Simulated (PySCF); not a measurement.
**[Gd(NO2)]2+: shape, vibrations and bonding**

Aim: find the relaxed shape of [Gd(NO2)]2+, test it by its vibrations, and read charges and levels. The structure is generated, not taken from experiment.

Computed with PySCF 2.14.0. Level: BP86, Gd lcecp-1-SVP with ECP53, O def2-SVP, N def2-SVP; scalar-relativistic core potentials, no spin–orbit coupling.

4 further runs of the same task are left out: 2 for a known fault of the program, 2 that didn't finish. Runs told in other sessions of the task aren't counted.

## (1) Where the work starts

4 atoms, charge 2, spin multiplicity 1.

Bond lengths: Gd1–O2 2.473 Å, Gd1–O3 2.473 Å, Gd1–N4 2.924 Å, O2–N4 1.265 Å, O3–N4 1.265 Å. Angles: O2–Gd1–O3 50.8°, O2–Gd1–N4 25.4°, O3–Gd1–N4 25.4°, Gd1–O2–N4 97.7°, Gd1–O3–N4 97.7°, Gd1–N4–O2 56.9°, Gd1–N4–O3 56.9°, O2–N4–O3 113.9°.

As a file:

```csv
atom,x (Å),y (Å),z (Å)
Gd1,0.0000,0.0000,0.0000
O2,1.0600,0.0000,2.2338
O3,-1.0600,0.0000,2.2338
N4,0.0000,0.0000,2.9238
```

Formal oxidation states: Gd +3. Each metal's 7 4f electrons lie in its core potential, so multiplicities, spins and levels count the valence alone.

## (2) SCF at the start, singlet

run.py (the lines that set the calculation)

```python
mol = gto.M(atom='''
Gd     0.00000     0.00000     0.00000
O      1.06000     0.00000     2.23380
O     -1.06000     0.00000     2.23380
N      0.00000     0.00000     2.92380''',
    basis={'Gd': 'lcecp-1-SVP', 'O': 'def2-SVP', 'N': 'def2-SVP'},
    ecp={'Gd': 'lcecp-1-SVP'},
    charge=2, spin=0)
mf = dft.RKS(mol, xc='B88,P86')
mf.grids.atom_grid = (50, 194)  # f atoms: unpruned, at least (60, 302)
mf = mf.density_fit()  # fitting sets: Gd AutoAux, O def2-universal-JKFIT, N def2-universal-JKFIT
mf.conv_tol = 1e-08; mf.max_cycle = 55
mf.kernel(dm0)  # dm0: free metal ions and neutral atoms
```

Started as:

```console
> OMP_NUM_THREADS=2 python run.py
```

Standard output:

```text
init E= -235.668539122589
  HOMO = -0.931245708554506  LUMO = -0.80510323286207  gap/eV = 3.43251
cycle= 1 E= -239.349665389477  delta_E= -3.68  |g|= 2.01  |ddm|=  2.7
  HOMO = -0.619237706289134  LUMO = -0.592744426195793  gap/eV = 0.72092
cycle= 2 E= -217.491949966559  delta_E= 21.9  |g|= 5.71  |ddm|= 6.55
  HOMO = -0.748042653281363  LUMO = -0.658126110348178  gap/eV = 2.44675
cycle= 3 E= -239.754287576565  delta_E= -22.3  |g|= 1.36  |ddm|=  6.4
  HOMO = -0.573587600751587  LUMO = -0.568989299426706  gap/eV = 0.12513
cycle= 4 E= -238.465361131294  delta_E= 1.29  |g|= 2.05  |ddm|=  3.3
  HOMO = -0.666436534222461  LUMO = -0.556607979910765  gap/eV = 2.98859
cycle= 5 E= -240.166668211094  delta_E= -1.7  |g|= 0.415  |ddm|= 2.95
  HOMO = -0.621376898885565  LUMO = -0.579517198676919  gap/eV = 1.13906
cycle= 6 E= -240.21379705566  delta_E= -0.0471  |g|= 0.217  |ddm|= 0.923
  HOMO = -0.622154688048376  LUMO = -0.569958541794351  gap/eV = 1.42033
cycle= 7 E= -240.225970661965  delta_E= -0.0122  |g|= 0.0414  |ddm|= 0.244
  HOMO = -0.629398846637049  LUMO = -0.573883576031614  gap/eV = 1.51065
cycle= 8 E= -240.226460539786  delta_E= -0.00049  |g|= 0.00806  |ddm|= 0.0619
  HOMO = -0.628917110874159  LUMO = -0.573215758092402  gap/eV = 1.51571
cycle= 9 E= -240.226475321815  delta_E= -1.48e-05  |g|= 0.00254  |ddm|= 0.00919
  HOMO = -0.629084289105734  LUMO = -0.573086006768396  gap/eV = 1.52379
cycle= 10 E= -240.226477790846  delta_E= -2.47e-06  |g|= 0.000405  |ddm|= 0.00537
  HOMO = -0.62908478529981  LUMO = -0.573129407223976  gap/eV = 1.52262
cycle= 11 E= -240.226477857724  delta_E= -6.69e-08  |g|= 0.000102  |ddm|= 0.000674
  HOMO = -0.629082173039254  LUMO = -0.573136054806649  gap/eV = 1.52237
cycle= 12 E= -240.226477861506  delta_E= -3.78e-09  |g|= 1.49e-05  |ddm|= 0.000142
  HOMO = -0.629077097786336  LUMO = -0.573138748961613  gap/eV = 1.52216
Extra cycle  E= -240.226477860378  delta_E= 1.13e-09  |g|= 5.73e-05  |ddm|= 0.000125
converged SCF energy = -240.226477860378
```

Wall time 3 s (2 threads of Arm Neoverse V1, shared host); peak memory 0.37 GiB.

It gives: E = -240.226478 Eh, HOMO -17.12 eV, LUMO -15.60 eV, Mulliken charge on Gd1 +2.00 e. 

## (3) Relaxation, singlet

Steps are kept in the start's point group, C2v.

run.py (the lines that set the calculation)

```python
mol = gto.M(atom='''
Gd     0.00000     0.00000    -0.55121
O      1.06000     0.00000     1.68259
O     -1.06000     0.00000     1.68259
N      0.00000     0.00000     2.37259''',
    basis={'Gd': 'lcecp-1-SVP', 'O': 'def2-SVP', 'N': 'def2-SVP'},
    ecp={'Gd': 'lcecp-1-SVP'},
    charge=2, spin=0)
mf = dft.RKS(mol, xc='B88,P86')
mf.grids.atom_grid = (50, 194)  # f atoms: unpruned, at least (60, 302)
mf = mf.density_fit()  # fitting sets: Gd AutoAux, O def2-universal-JKFIT, N def2-universal-JKFIT
mf.conv_tol = 1e-08; mf.max_cycle = 55
mf.kernel(dm0)  # dm0: an SCF of this state at this start
# quasi-Newton relaxation in Cartesian coordinates to a largest gradient under 0.00045 Eh/bohr, steps kept in the point group
```

Started as:

```console
> OMP_NUM_THREADS=2 python run.py
```

No log is kept here; the results follow.

Run time: 15 s. Hardware: 2 threads of Arm Neoverse V1, shared host.

Relaxation path:

```csv
step,energy from step 1 (eV),largest force component (eV/Å)
1,0.0000,2.4401
2,-0.1864,2.2471
3,-0.3140,2.1280
4,-0.4541,0.7065
5,-0.4695,0.1966
6,-0.4707,0.0230
7,-0.4707,0.0065
```

Close pairs (by a distance rule), those that changed most:

```csv
bond,before (Å),after (Å),change (Å)
Gd1–O2,2.473,2.211,-0.261
Gd1–O3,2.473,2.211,-0.261
Gd1–N4,2.924,2.687,-0.237
O2–N4,1.265,1.298,+0.033
O3–N4,1.265,1.298,+0.033
```

It ends in C2v at E = -240.243777 Eh.

```
Gd    0.0000    0.0000   -0.3452
O     1.0613    0.0000    1.5949
O    -1.0613    0.0000    1.5949
N     0.0000    0.0000    2.3420
```

## (4) The relaxed geometry turned into its symmetry frame

run.py (the lines that set the calculation)

```python
mol = gto.M(atom='''
Gd     0.00000     0.00000    -0.48888
O      1.06127     0.00000     1.45116
O     -1.06127     0.00000     1.45116
N      0.00000     0.00000     2.19830''',
    basis={'Gd': 'lcecp-1-SVP', 'O': 'def2-SVP', 'N': 'def2-SVP'},
    ecp={'Gd': 'lcecp-1-SVP'},
    charge=2, spin=0)
mf = dft.RKS(mol, xc='B88,P86')
mf.grids.atom_grid = (50, 194)  # f atoms: unpruned, at least (60, 302)
mf = mf.density_fit()  # fitting sets: Gd AutoAux, O def2-universal-JKFIT, N def2-universal-JKFIT
mf.conv_tol = 1e-08; mf.max_cycle = 55
mf.kernel(dm0)  # dm0: free metal ions and neutral atoms
```

Started as:

```console
> OMP_NUM_THREADS=2 python run.py
```

Standard output:

```text
init E= -235.640713900794
  HOMO = -0.959027198243295  LUMO = -0.829971444056927  gap/eV = 3.51179
cycle= 1 E= -239.323182321046  delta_E= -3.68  |g|= 2.13  |ddm|= 2.72
  HOMO = -0.615493079103311  LUMO = -0.59831803744454  gap/eV = 0.46736
cycle= 2 E= -221.862115383053  delta_E= 17.5  |g|= 6.18  |ddm|= 6.04
  HOMO = -0.733564557431757  LUMO = -0.655343322976503  gap/eV = 2.12851
cycle= 3 E= -239.832002550624  delta_E=  -18  |g|= 1.33  |ddm|= 5.77
  HOMO = -0.593505232180255  LUMO = -0.579901563412793  gap/eV = 0.37017
cycle= 4 E= -238.128923538559  delta_E=  1.7  |g|= 2.34  |ddm|= 3.36
  HOMO = -0.688747164546328  LUMO = -0.585104276314045  gap/eV = 2.82027
cycle= 5 E= -240.224743298236  delta_E= -2.1  |g|= 0.243  |ddm|= 2.93
  HOMO = -0.664121909302743  LUMO = -0.58698471629118  gap/eV = 2.09901
cycle= 6 E= -240.242569824871  delta_E= -0.0178  |g|= 0.0744  |ddm|= 0.415
  HOMO = -0.663679624853032  LUMO = -0.582914477027742  gap/eV = 2.19773
cycle= 7 E= -240.243687794611  delta_E= -0.00112  |g|= 0.0178  |ddm|= 0.0798
  HOMO = -0.666342060617566  LUMO = -0.584508399517969  gap/eV = 2.22681
cycle= 8 E= -240.243775463693  delta_E= -8.77e-05  |g|= 0.00252  |ddm|= 0.0222
  HOMO = -0.666542244815844  LUMO = -0.584578589089919  gap/eV = 2.23034
cycle= 9 E= -240.243777284809  delta_E= -1.82e-06  |g|= 0.000465  |ddm|= 0.00296
  HOMO = -0.666587441664664  LUMO = -0.584579248614794  gap/eV = 2.23156
cycle= 10 E= -240.243777344533  delta_E= -5.97e-08  |g|= 3.96e-05  |ddm|= 0.000624
  HOMO = -0.666583653648399  LUMO = -0.584576678004943  gap/eV = 2.23152
cycle= 11 E= -240.243777344823  delta_E= -2.9e-10  |g|= 9.9e-06  |ddm|= 5.28e-05
  HOMO = -0.666587441888737  LUMO = -0.584577922008243  gap/eV = 2.23159
Extra cycle  E= -240.243777344691  delta_E= 1.32e-10  |g|= 2.31e-05  |ddm|= 4.61e-05
converged SCF energy = -240.243777344691
```

Run time: 1.6 s. Hardware: 2 threads of Arm Neoverse V1, shared host.

It gives: E = -240.243777 Eh, HOMO -18.14 eV, LUMO -15.91 eV, Mulliken charge on Gd1 +1.98 e. 

## (5) Frequencies and infrared intensities

Changes to run.py (the lines that set the calculation) since step 4:

```diff
@@ -11,3 +11,4 @@
 mf = mf.density_fit()  # fitting sets: Gd AutoAux, O def2-universal-JKFIT, N def2-universal-JKFIT
-mf.conv_tol = 1e-08; mf.max_cycle = 55
-mf.kernel(dm0)  # dm0: free metal ions and neutral atoms
+mf.conv_tol = 1e-10; mf.max_cycle = 55
+mf.kernel(dm0)  # dm0: the density of the relaxed state
+# Hessian and dipole derivatives by central differences of gradients, 0.02 bohr
```

Started as:

```console
> OMP_NUM_THREADS=2 python run.py
```

No log is kept here; the results follow.

Wall time 26 s (2 threads of Arm Neoverse V1, shared host).

Point group C2v; negative numbers are unstable modes, and those under 60 cm⁻¹ are near the numerical noise:

```csv
cm⁻¹,km/mol,symmetry
157,1.6,b1
184,16.0,b2
340,21.8,a1
804,18.7,a1
1001,215.3,b2
1188,26.9,a1
```

## (6) Properties on a finer grid

run.py (the lines that set the calculation)

```python
mol = gto.M(atom='''
Gd     0.00000     0.00000    -0.34517
O      1.06127     0.00000     1.59487
O     -1.06127     0.00000     1.59487
N      0.00000     0.00000     2.34200''',
    basis={'Gd': 'lcecp-1-SVP', 'O': 'def2-SVP', 'N': 'def2-SVP'},
    ecp={'Gd': 'lcecp-1-SVP'},
    charge=2, spin=0)
mf = dft.RKS(mol, xc='B88,P86')
mf.grids.atom_grid = (75, 302)  # f atoms: unpruned, at least (60, 302)
mf = mf.density_fit()  # fitting sets: Gd AutoAux, O def2-universal-JKFIT, N def2-universal-JKFIT
mf.conv_tol = 1e-09; mf.max_cycle = 55
mf.kernel(dm0)  # dm0: the density of the relaxed state
```

Started as:

```console
> OMP_NUM_THREADS=2 python run.py
```

Standard output:

```text
init E= -240.243841373546
  HOMO = -0.666583654690282  LUMO = -0.584572549723561  gap/eV = 2.23164
cycle= 1 E= -240.243841373836  delta_E= -2.91e-10  |g|= 7.37e-05  |ddm|= 0.000215
  HOMO = -0.666585625540513  LUMO = -0.584576568325073  gap/eV = 2.23158
cycle= 2 E= -240.243841365152  delta_E= 8.68e-09  |g|= 0.000225  |ddm|= 0.000194
  HOMO = -0.666583949602654  LUMO = -0.584573348550713  gap/eV = 2.23162
cycle= 3 E= -240.243841374777  delta_E= -9.62e-09  |g|= 2.32e-05  |ddm|= 0.000152
  HOMO = -0.666583769371403  LUMO = -0.584573247847246  gap/eV = 2.23162
cycle= 4 E= -240.243841374875  delta_E= -9.86e-11  |g|= 7.79e-06  |ddm|= 2.13e-05
  HOMO = -0.666583760720513  LUMO = -0.584573432222864  gap/eV = 2.23161
Extra cycle  E= -240.243841374678  delta_E= 1.97e-10  |g|= 3.2e-05  |ddm|= 2.81e-05
converged SCF energy = -240.243841374678
```

Run time: 5.2 s. Hardware: 2 threads of Arm Neoverse V1, shared host.

It gives: E = -240.243841 Eh, HOMO -18.14 eV, LUMO -15.91 eV, Mulliken charge on Gd1 +1.98 e, largest force component 0.010 eV/Å. 

Löwdin charges:

```csv
atom,value (e)
Gd1,1.77
O2,-0.06
O3,-0.06
N4,0.35
```

Mulliken charges: Gd1 +1.98, O2 -0.21, O3 -0.21, N4 +0.45 e.

Contacts (the nearest donor of each ligand) and Mayer bond orders:

```csv
contact,distance (Å),bond order
Gd1–O2 (NO2),2.211,0.79
```

Mulliken populations of Gd1 outside the core potential: s 2.16, p 6.08, d 0.75, f 0.04.

Orbitals, density, ELF and potential are computed afterwards from the orbital file.

Frontier orbitals at BP86, with the share of their density that lies nearest to each atom:

```csv
orbital,energy (eV),lies on
HOMO,-18.14,"N4 49 %; O2, O3 about 21 % each; Gd1 9 %"
LUMO,-15.91,"Gd1 48 %; N4 33 %; O2, O3 about 9 % each"
```

ELF in a plane through or near 4 of the atoms.

Ten even steps from ' ' (0.00) to '@' (0.97):
```
                                                        
                                                        
                                                        
                          ..::----::                    
                      ..::==**####++::                  
                      ::++##%%@@%%**::                  
          ..::::::..  ==####++++%%==..                  
        ..--++****++--==####----##--..........          
      ..--**%%@@%%%%%%==++########**##%%####++::        
      ..==%%@@**..::##++..::--++++==##@@@@@@##--        
      ..==%%@@##  ..##++....--++++--##@@@@@@##--        
      ..--**%%@@%%%%%%==++%%####%%**##%%%%##++::        
        ..--++****++--==####----##--..........          
          ..::::::..  ==####**##%%==..                  
                      ::++##%%@@@@**::                  
                      ..::==**####++::                  
                          ..::----::                    
                                                        
                                                        
                                                        
```
The map spans 8.5 Å across and 7.3 Å up, centred on the molecule. Atoms in the plane (x, y in Å): Gd1 (-1.6, 0.0), O2 (0.3, 1.1), O3 (0.3, -1.1), N4 (1.0, 0.0).

log10 of the density (e/Å³) in the same plane.

Ten even steps from '0' (-4.0) to '9' (1.2):
```
0000000000000000000000000000
0000000000001111100000000000
0000000000112233221000000000
0000011111234444433210000000
0001222233345666654321000000
0012233344456777765432100000
0123445555567899875443210000
1223456677677899876544320000
1234567888877888887665430000
1234678877877778998765431000
1234678877877778998765431000
1234567888877888887665430000
1223456777677899876544320000
0123445566567899875443210000
0012233334456777765432000000
0001222223345666654321000000
0000011112234444433210000000
0000000000012222221000000000
0000000000001111100000000000
0000000000000000000000000000
```
The map spans 8.5 Å across and 7.3 Å up, centred on the molecule. Atoms in the plane (x, y in Å): Gd1 (-1.6, 0.0), O2 (0.3, 1.1), O3 (0.3, -1.1), N4 (1.0, 0.0).

On the surface of density 0.002 e/bohr³ the electrostatic potential runs, from the 1st to the 99th percentile, from 6.77 V near N4 to 18.88 V near Gd1.

## (7) Summary of results

```
                                              quantity                            value
                                 state and point group      singlet in the valence, C2v
                                                 modes  157 to 1188 cm⁻¹, none unstable
strongest infrared band (modes within 1.5 cm⁻¹ summed)           1001 cm⁻¹ (215 km/mol)
                                     zero-point energy                         0.228 eV
                               ideal gas, 298 K, 1 bar   S = 320.7, Cp = 60.8 J/(mol K)
                                 metal–ligand contacts                           2.21 Å
                                       frontier levels   HOMO -18.14 eV, LUMO -15.91 eV
                       dipole about the centre of mass                           5.68 D
                                   mean polarisability                           4.5 Å³
```

All modes are real, so the structure is a minimum. The metal carries +1.77 e by Löwdin's partition against a formal +3, and bond orders to the nearest donors reach 0.79. Both measures hang on the basis. One start shape was tried, so another isomer may lie lower. The bases are small and lack diffuse functions. Spin–orbit coupling is left out. The core potential fixes the 4f count, so no charge can pass from the ligands into that shell.
